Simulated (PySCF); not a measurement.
**CH2FNSe (SMILES NC(F)=[Se]): a chain of runs**

We compute a structure relaxation (HF/DZVP), then the harmonic vibrations, then a single-point energy (wB97M-D4/6-31G), then the vertical excitations (EOM-CCSD/cc-pV(D+d)Z) of CH2FNSe. The job is set up through a Python script.

The results are computed with PySCF 2.14.0.

## (1) The system as given

CH2FNSe: 6 atoms, total charge 0, spin state singlet. SMILES: `NC(F)=[Se]`. Geometry: a rough force-field guess. The run starts from this shape.

Bond lengths: N1–C2 1.359 Å, C2–F3 1.330 Å, C2–Se4 2.309 Å, N1–H5 1.042 Å, N1–H6 1.101 Å. Angles: N1–C2–F3 118.7°, N1–C2–Se4 112.2°, F3–C2–Se4 129.1°, C2–N1–H5 124.9°, C2–N1–H6 121.6°, H5–N1–H6 113.5°.

## (2) A structure relaxation at HF/DZVP (max memory mb 1860) (run 1)

run.py reads:

```python
from pyscf import gto, scf
from pyscf.geomopt.geometric_solver import kernel as optimise

molecule = gto.Mole()
molecule.atom = [
    ('N', (-0.596400, 0.352300, 0.269100)),
    ('C', (0.531500, -0.380200, 0.076800)),
    ('F', (1.142800, -0.901900, 1.136000)),
    ('Se', (1.120300, -0.507700, -2.151800)),
    ('H', (-1.022600, 0.557900, 1.197300)),
    ('H', (-1.133600, 0.815500, -0.573500)),
]
molecule.basis = 'dzvp'
molecule.spin = 0
molecule.verbose = 3
molecule.max_memory = 1860
molecule.build()

hf = scf.RHF(molecule)
converged, mol_eq = optimise(hf, maxsteps=100, convergence_set='GAU_TIGHT')
print('converged:', converged)
print(mol_eq.tostring())

hf.reset(mol_eq)
molecule = mol_eq
hf.kernel()
energy = hf.e_tot
print('E(%s) = %.9f' % ('HF', energy))
```

The run is started by

```
$ OMP_NUM_THREADS=1 python run.py
```

Output:

```text
convergence_set           GAU_TIGHT
maxiter                   100
----------------------------------------------------------
Custom engine selected.
Bonds will be generated from interatomic distances less than 1.20 times sum of covalent radii
18 internal coordinates being used (instead of 18 Cartesians)
Internal coordinate system (atoms numbered from 1):
Distance 1-2
Distance 1-5
Distance 1-6
Distance 2-3
Distance 2-4
Angle 2-1-6
Angle 5-1-6
Angle 1-2-4
Angle 3-2-4
Out-of-Plane 1-2-5-6
Out-of-Plane 2-1-3-4
Dihedral 5-1-2-3
Dihedral 5-1-2-4
Dihedral 6-1-2-3
Dihedral 6-1-2-4
Translation-X 1-6
Translation-Y 1-6
Translation-Z 1-6
Rotation-A 1-6
Rotation-B 1-6
Rotation-C 1-6
> ===== Optimization Info: ====
> Job type: Energy minimization
> Maximum number of optimization cycles: 100
> Initial / maximum trust radius (Angstrom): 0.100 / 0.300
> Convergence Criteria:
> Will converge when all 5 criteria are reached:
>  |Delta-E| < 1.00e-06
>  RMS-Grad  < 1.00e-05
>  Max-Grad  < 1.50e-05
>  RMS-Disp  < 4.00e-05
>  Max-Disp  < 6.00e-05
> === End Optimization Info ===

[... 12 lines left out ...]
converged SCF energy = -2592.15085502145
[... 22 lines left out ...]
converged SCF energy = -2592.17776096856
[... 45 lines left out ...]
converged SCF energy = -2592.1507555325
[... 46 lines left out ...]
converged SCF energy = -2592.22331558881
[... 45 lines left out ...]
converged SCF energy = -2592.22570611624
[... 45 lines left out ...]
converged SCF energy = -2592.22574515178
[... 45 lines left out ...]
converged SCF energy = -2592.22574594388
[... 45 lines left out ...]
converged SCF energy = -2592.22574619885
[... 45 lines left out ...]
converged SCF energy = -2592.2257462419
[... 35 lines left out ...]
Converged! =D
[... 1 line left out ...]
converged: True
N          -0.59927763        0.36994990        0.22115008
C           0.47469947       -0.31157843       -0.11969242
F           1.05118281       -0.81663560        0.93650557
Se          1.13066140       -0.56559169       -1.77180888
H          -0.87614391        0.44815544        1.17688233
H          -1.13912214        0.81160037       -0.48913668
converged SCF energy = -2592.22574624197
E(HF) = -2592.225746242
```

Wall time 4.1 min (1 thread of Intel Xeon at 2.50GHz (Skylake/Cascade Lake), shared host); peak memory 0.19 GiB.

The path in brief:

```
step  energy from the first frame kept (eV)  largest force (eV/Å)
   0                                 0.0000                3.9889
   1                                -0.7321                3.1845
   2                                -1.5308                6.0318
   3                                 0.0027               17.6198
   4                                -1.9107                2.3295
   5                                -1.9718                1.3245
   6                                -2.0359                0.4159
   7                                -2.0368                0.1246
   8                                -2.0377                0.0864
   9                                -2.0379                0.0457
  10                                -2.0379                0.0072
  11                                -2.0379                0.0174
  12                                -2.0379                0.0041
  13                                -2.0379                0.0028
  14                                -2.0379                0.0019
  15                                -2.0379                0.0002
  16                                -2.0379                0.0001
```

After the run. Bond lengths: N1–C2 1.317 Å, C2–F3 1.305 Å, C2–Se4 1.796 Å, N1–H5 0.998 Å, N1–H6 0.995 Å. Angles: N1–C2–F3 110.6°, N1–C2–Se4 127.5°, F3–C2–Se4 121.9°, C2–N1–H5 121.0°, C2–N1–H6 119.2°, H5–N1–H6 119.9°.

## (3) The harmonic vibrations at HF/DZVP (max memory mb 1860) (run 2)

run.py reads:

```python
import numpy
from pyscf import gto, symm
from pyscf.hessian import thermo

mol = gto.M(
    atom=[
    ('N', (-1.428889, 0.826049, 1.171663)),
    ('C', (-0.354912, 0.144521, 0.830821)),
    ('F', (0.221572, -0.360537, 1.887019)),
    ('Se', (0.301050, -0.109493, -0.821296)),
    ('H', (-1.705755, 0.904254, 2.127395)),
    ('H', (-1.968733, 1.267699, 0.461376)),
],
    spin=0,
    verbose=3,
    max_memory=1860,
    basis='dzvp',
)

calc0 = mol.RHF()
calc0.kernel()

etot = calc0.e_tot
print('E = %.10f Eh' % etot)
hess = calc0.Hessian().kernel()
modes = thermo.harmonic_analysis(mol, hess)
print('frequencies (1/cm)', numpy.round(modes['freq_wavenumber'], 1))
symm.geom.TOLERANCE = 1e-3  # for the symmetry number
th = thermo.thermo(calc0, modes['freq_au'], 800, 101325)
thermo.dump_thermo(mol, th)
```

The run is started by

```
$ OMP_NUM_THREADS=1 python run.py
```

Output:

```text
converged SCF energy = -2592.22574624198
E = -2592.2257462420 Eh
frequencies (1/cm) [ 363.8  410.4  422.8  619.8  689.7  728.5 1110.8 1442.9 1515.8 1797.3
 3788.  3941.2]
temperature 800.0000 [K]
pressure 101325.00 [Pa]
Rotational constants [GHz] 11.71706 2.95902 2.36242
Symmetry number 1
Zero-point energy (ZPE) 0.03834 [Eh]   100672.006 [J/mol]
                           tot       elec      trans        rot        vib
Entropy [J/mol/K]       374.966      0.000    189.579    120.157     65.230
Cv [J/mol/K]             90.918      0.000     12.472     12.472     65.975
Cp [J/mol/K]             99.233      0.000     20.786     12.472     65.975
Internal energy [J/mol]                      9977.352   9977.352 130236.887
Internal energy [Eh]   -2592.16854  -2592.22575
Enthalpy [J/mol]                            16628.920   9977.352 130236.887
Enthalpy [Eh]          -2592.16601
Gibbs free energy [J/mol]                  -135034.287 -86148.150  78053.043
Gibbs free energy [Eh] -2592.28026
```

Wall time 2.5 min (1 thread of Intel Xeon at 2.50GHz (Skylake/Cascade Lake), shared host); peak memory 0.15 GiB.

## (4) A single-point energy at wB97M-D4/6-31G (density fitting with def2-universal-jkfit, max memory mb 1860) (run 3)

input.py reads:

```python
# NC(F)=[Se]
from pyscf import gto, dft

mol = gto.M(
    atom='''
N     -0.599278     0.369950     0.221150
C      0.474699    -0.311578    -0.119692
F      1.051183    -0.816636     0.936506
Se     1.130661    -0.565592    -1.771809
H     -0.876144     0.448155     1.176882
H     -1.139122     0.811600    -0.489137
''',
    charge=0,
    basis='6-31g',
    max_memory=1860,
    verbose=4,
)

myscf = dft.RKS(mol)
myscf.xc = 'wb97m-d4'
myscf = myscf.density_fit(auxbasis='def2-universal-jkfit')
myscf.kernel()

e_tot = myscf.e_tot
print('Final energy', e_tot)
```

The run is started by

```
$ OMP_NUM_THREADS=1 python input.py
```

Output:

```text
PySCF version 2.14.0

[... 81 lines left out ...]
converged SCF energy = -2595.07353575681
Final energy -2595.073535756813
```

Wall time 14 s (1 thread of Intel Xeon at 2.50GHz (Skylake/Cascade Lake), shared host); peak memory 0.32 GiB.

## (5) The excited states at EOM-CCSD/cc-pV(D+d)Z (max memory mb 1860, root kind ee, spin of roots singlet) (run 4)

job.py reads:

```python
import numpy
from pyscf import gto, scf, cc

molecule = gto.M(
    atom='''
N   -0.599278   0.369950   0.221150
C    0.474699  -0.311578  -0.119692
F    1.051183  -0.816636   0.936506
Se   1.130661  -0.565592  -1.771809
H   -0.876144   0.448155   1.176882
H   -1.139122   0.811600  -0.489137
''',
    basis='cc-pv(d+d)z',
    verbose=4,
    max_memory=1860,
)

mf = scf.RHF(molecule)
mf.kernel()

mycc = cc.CCSD(mf, frozen=12)
mycc.kernel()
e_tot = mycc.e_tot
print('E = %.10f Eh' % e_tot)

e, vec = mycc.eomee_ccsd_singlet(nroots=3)
roots = numpy.atleast_1d(e) * 27.211386
print('EOM-EE-CCSD roots (eV)')
for i, w in enumerate(roots, 1):
    print('%3d %10.4f' % (i, w))
```

The run is started by

```
$ OMP_NUM_THREADS=1 python job.py
```

Output:

```text
PySCF version 2.14.0

[... 62 lines left out ...]
converged SCF energy = -2592.73402935093
[... 12 lines left out ...]
Init t2, MP2 energy = -2593.34207068014  E_corr(MP2) -0.608041329211503
[... 14 lines left out ...]
CCSD converged
[... 3 lines left out ...]
******** <class 'pyscf.cc.eom_rccsd.EOMEESinglet'> ********
max_space = 20
max_cycle = 50
conv_tol = 1e-07
partition = None
EOM-CCSD root 0 E = 0.1414013097112982  qpwt = 0.929424  conv = True
EOM-CCSD root 1 E = 0.1886933124427204  qpwt = 0.875648  conv = True
EOM-CCSD root 2 E = 0.2489851515538545  qpwt = 0.957601  conv = True
EOM-EE-CCSD roots (eV)
  1     3.8477
  2     5.1346
  3     6.7752
```

It took 88 s on 1 thread of Intel Xeon at 2.50GHz (Skylake/Cascade Lake), shared host; peak memory 0.49 GiB.

The roots found:

```
excited state  energy (eV)
            1        3.848
            2        5.135
            3        6.775
```

## (6) Outcome

| quantity | value |
| --- | --- |
| run 1, HF/DZVP: total energy at the end | -2592.22575 Eh |
| run 1, HF/DZVP: dipole moment | 5.16 D |
| run 1, HF/DZVP: HOMO energy | -8.84 eV |
| run 1, HF/DZVP: LUMO energy | 2.70 eV |
| run 1, HF/DZVP: HOMO–LUMO gap | 11.54 eV |
| run 2, HF/DZVP: lowest harmonic wavenumber | 364 cm⁻¹ |
| run 2, HF/DZVP: highest harmonic wavenumber | 3941 cm⁻¹ |
| run 2, HF/DZVP: zero-point energy | 100.7 kJ/mol |
| run 2, HF/DZVP: ideal-gas entropy at 800 K (symmetry number 1 as used) | 89.6 cal/(mol K) |
| run 3, wB97M-D4/6-31G: total energy | -2595.07354 Eh |
| run 3, wB97M-D4/6-31G: dipole moment | 5.05 D |
| run 3, wB97M-D4/6-31G: HOMO energy | -8.41 eV |
| run 3, wB97M-D4/6-31G: LUMO energy | 1.10 eV |
| run 3, wB97M-D4/6-31G: HOMO–LUMO gap | 9.50 eV |
| run 3, wB97M-D4/6-31G: dispersion energy | -11.34 kJ/mol |
| run 4, EOM-CCSD/cc-pV(D+d)Z: ground-state or mean-field energy | -2593.36308 Eh |
| run 4, EOM-CCSD/cc-pV(D+d)Z: dipole moment (Hartree–Fock density) | 5.13 D |
| run 4, EOM-CCSD/cc-pV(D+d)Z: HOMO energy (Hartree–Fock orbitals) | -8.64 eV |
| run 4, EOM-CCSD/cc-pV(D+d)Z: LUMO energy (Hartree–Fock orbitals) | 3.11 eV |
| run 4, EOM-CCSD/cc-pV(D+d)Z: HOMO–LUMO gap (Hartree–Fock orbitals) | 11.75 eV |
| run 4, EOM-CCSD/cc-pV(D+d)Z: correlation energy (12 core orbitals frozen) | -629.1 mEh |
| run 4, EOM-CCSD/cc-pV(D+d)Z: T1 diagnostic | 0.015 |
| run 4, EOM-CCSD/cc-pV(D+d)Z: lowest singlet excitation energy | 3.85 eV |

What this shows: The optimisation (run 1, HF/DZVP) took 16 steps and changed the energy by -2.038 eV. All 12 modes are real, so the shape is a minimum at this level.
